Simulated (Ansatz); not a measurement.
# Cs2VFeC6N6: the cost of one run

Program: Ansatz 0.2.0. Level of theory: DFT PBE, scalar-relativistic, plane waves, PAW. These are calculated values, not measurements.

1 further run of the same task is left out (it didn't finish).

## (1) Starting point

Symmetry: Fm-3m, No. 225, cubic system. Conventional cell: a = 10.234 Å, b = 10.234 Å, c = 10.234 Å, α = 90.00°, β = 90.00°, γ = 90.00°. Cs (site symmetry -43m) has 12 N at 3.66 Å and 12 C at 3.67 Å in its first shell of neighbours. V (site symmetry m-3m) is surrounded by 6 C at 1.92 Å. Around Fe (site symmetry m-3m) lie 6 N at 2.03 Å. C (site symmetry 4mm) has 1 N at 1.17 Å and 1 V at 1.92 Å in its first shell of neighbours. N (site symmetry 4mm) is surrounded by 1 C at 1.17 Å and 1 Fe at 2.03 Å.

Structure file:

```
CELL_PARAMETERS angstrom
0.00000 5.11700 5.11700
5.11700 0.00000 5.11700
5.11700 5.11700 0.00000
ATOMIC_POSITIONS crystal
Cs 0.25000 0.25000 0.25000
Cs 0.75000 0.75000 0.75000
V 0.00000 0.00000 0.00000
Fe 0.50000 0.50000 0.50000
C 0.81268 0.18732 0.18732
C 0.18732 0.81268 0.18732
C 0.18732 0.18732 0.81268
C 0.18732 0.81268 0.81268
C 0.81268 0.18732 0.81268
C 0.81268 0.81268 0.18732
N 0.69836 0.30164 0.30164
N 0.30164 0.69836 0.30164
N 0.30164 0.30164 0.69836
N 0.30164 0.69836 0.69836
N 0.69836 0.30164 0.69836
N 0.69836 0.69836 0.30164
```

Recipe of the guess: cyanide-bridged rock-salt net of two metals, 2 guest cations a cell (Fm-3m, No. 225). Lengths come from tabulated atomic sizes and are only a guess.

## (2) Probe: one point on a coarse mesh

Contents of input.yaml:

```yaml
crystal:
  lattice:
    - [0.0, 5.117, 5.117]
    - [5.117, 0.0, 5.117]
    - [5.117, 5.117, 0.0]
  atoms:
    - { symbol: Cs, position: [0.25, 0.25, 0.25] }
    - { symbol: Cs, position: [0.75, 0.75, 0.75] }
    - { symbol: V, position: [0.0, 0.0, 0.0], spin: 2.0 }
    - { symbol: Fe, position: [0.5, 0.5, 0.5], spin: 4.0 }
    - { symbol: C, position: [0.81268321, 0.18731679, 0.18731679] }
    - { symbol: C, position: [0.18731679, 0.81268321, 0.18731679] }
    - { symbol: C, position: [0.18731679, 0.18731679, 0.81268321] }
    - { symbol: C, position: [0.18731679, 0.81268321, 0.81268321] }
    - { symbol: C, position: [0.81268321, 0.18731679, 0.81268321] }
    - { symbol: C, position: [0.81268321, 0.81268321, 0.18731679] }
    - { symbol: "N", position: [0.69835841, 0.30164159, 0.30164159] }
    - { symbol: "N", position: [0.30164159, 0.69835841, 0.30164159] }
    - { symbol: "N", position: [0.30164159, 0.30164159, 0.69835841] }
    - { symbol: "N", position: [0.30164159, 0.69835841, 0.69835841] }
    - { symbol: "N", position: [0.69835841, 0.30164159, 0.69835841] }
    - { symbol: "N", position: [0.69835841, 0.69835841, 0.30164159] }
basis:
  ecutwfc: 420
kpoints:
  mp_grid: { grid: [4, 4, 4] }
hamiltonian:
  xc: pbe
scf:
  occupations: { method: gaussian, width: 0.1 }
  lower_state_search: "off"
output:
  forces: true
  stress: true
  eigenvalues: true
  populations: true
magnetization:
  spin_polarized: true
```

On the command line:

```
$ ansatz run input.yaml --threads 1 --pin off --max-ram 2560MiB --backend cpu --events-out ev --progress --plain --runs-dir out
```

**Question.** How long does this run take on 1 thread of Intel Xeon at 2.60GHz (Ice Lake), shared host, and how much memory does it need?

About 39 s, with a peak of 0.85 GiB.
